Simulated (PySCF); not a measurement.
# Ne³⁺ (quartet) with other numerical set-ups

The method stays; parts of the set-up, such as the basis or the Hamiltonian, are changed.

Computed with PySCF 2.14.0. Level: method and basis as typed in the scripts.

4 further runs of the same task are left out: 4 that didn't finish.

## (1) The atom

Ne³⁺ (quartet): 1 atom, charge 3, spin multiplicity 4.

## (2) The base run

The input, input.py:

```python
from pyscf import gto, scf, cc

mol = gto.M(
    atom='Ne 0 0 0',
    basis='cc-pvdz-dk',
    charge=3,
    spin=3,
    verbose=4,
)
mf = scf.UHF(mol)
mf = mf.sfx2c1e()
mf = mf.density_fit(auxbasis='def2-universal-jkfit')
mf.kernel()
mycc = cc.CCSD(mf, frozen=1)
mycc.kernel()
mf.dip_moment()
print('orbital energies (hartree):', [e[max(0, n-3):n+3].round(4) for e, n in zip(mf.mo_energy, mol.nelec)])
```

Command:

```
> OMP_NUM_THREADS=1 python input.py
```

The log of this run is left out.

In short: E(SCF) = -124.187867 Eh, 6 cycles, E(CCSD) − E(SCF) = -0.08040 Eh, ⟨S²⟩ = 3.753.

The quartet is typed in the script; nothing here shows that it is the ground state.

## (3) Spin-free X2C off

Variant 1 changes spin-free X2C: on → off.

The input, input.py:

```python
from pyscf import gto, scf, cc

mol = gto.M(
    atom='Ne 0 0 0',
    basis='cc-pvdz-dk',
    charge=3,
    spin=3,
    verbose=4,
)
mf = scf.UHF(mol)
mf = mf.density_fit(auxbasis='def2-universal-jkfit')
mf.kernel()
mycc = cc.CCSD(mf, frozen=1)
mycc.kernel()
mf.dip_moment()
print('orbital energies (hartree):', [e[max(0, n-3):n+3].round(4) for e, n in zip(mf.mo_energy, mol.nelec)])
```

Command:

```
> OMP_NUM_THREADS=1 python input.py
```

## (4) 6-31g(3d)

Variant 2 changes basis set: cc-pvdz-dk → 6-31g(3d).

Changes to input.py since step 2:

```diff
@@ -4,3 +4,3 @@
     atom='Ne 0 0 0',
-    basis='cc-pvdz-dk',
+    basis='6-31g(3d)',
     charge=3,
```

## (5) Def2-qzvp (X2C off)

Variant 3 changes basis set: cc-pvdz-dk → def2-qzvp; spin-free X2C: on → off.

Changes to input.py since step 2:

```diff
@@ -4,3 +4,3 @@
     atom='Ne 0 0 0',
-    basis='cc-pvdz-dk',
+    basis='def2-qzvp',
     charge=3,
@@ -10,3 +10,2 @@
 mf = scf.UHF(mol)
-mf = mf.sfx2c1e()
 mf = mf.density_fit(auxbasis='def2-universal-jkfit')
```

## (6) Sbkjc (core potential on, X2C off)

Variant 4 changes basis set: cc-pvdz-dk → sbkjc; core potential: off → on; spin-free X2C: on → off; frozen orbitals: 1 → none. The core potential changes with it: totals don't compare.

Changes to input.py since step 2:

```diff
@@ -4,3 +4,4 @@
     atom='Ne 0 0 0',
-    basis='cc-pvdz-dk',
+    basis='sbkjc',
+    ecp={'Ne': 'sbkjc'},
     charge=3,
@@ -10,6 +11,5 @@
 mf = scf.UHF(mol)
-mf = mf.sfx2c1e()
 mf = mf.density_fit(auxbasis='def2-universal-jkfit')
 mf.kernel()
-mycc = cc.CCSD(mf, frozen=1)
+mycc = cc.CCSD(mf)
 mycc.kernel()
```

Q: Predict the outcome of this session. Wanted: for each run, E(SCF); from base; gap, α spin; after the SCF.

**Answer**, as computed:

| run | E(SCF) (hartree) | from base (eV) | cycles | gap, α spin (eV) | functions | after the SCF |
| --- | --- | --- | --- | --- | --- | --- |
| base | -124.187867 | 0 | 6 | 90.34 | 14 | CCSD correlation -2.188 eV, core frozen |
| spin-free X2C off (poor choice) | -124.035581 | not comparable | 6 | 90.33 | 14 | CCSD correlation -2.189 eV, core frozen |
| 6-31g(3d) (poor choice) | -124.158986 | not comparable | 6 | 91.32 | 24 | CCSD correlation -2.503 eV, core frozen |
| def2-qzvp (X2C off) | -124.108172 | not comparable | 7 | 77.88 | 57 | CCSD correlation -3.362 eV, core frozen |
| sbkjc (core potential on, X2C off) | -29.988171 | not comparable | 6 | 83.64 | 8 | CCSD correlation -0.175 eV |

**Reading.** The dearest run is “def2-qzvp (X2C off)”, at 3.7 s against 0.81 s. Rows marked «poor choice» come from settings spoiled on purpose.
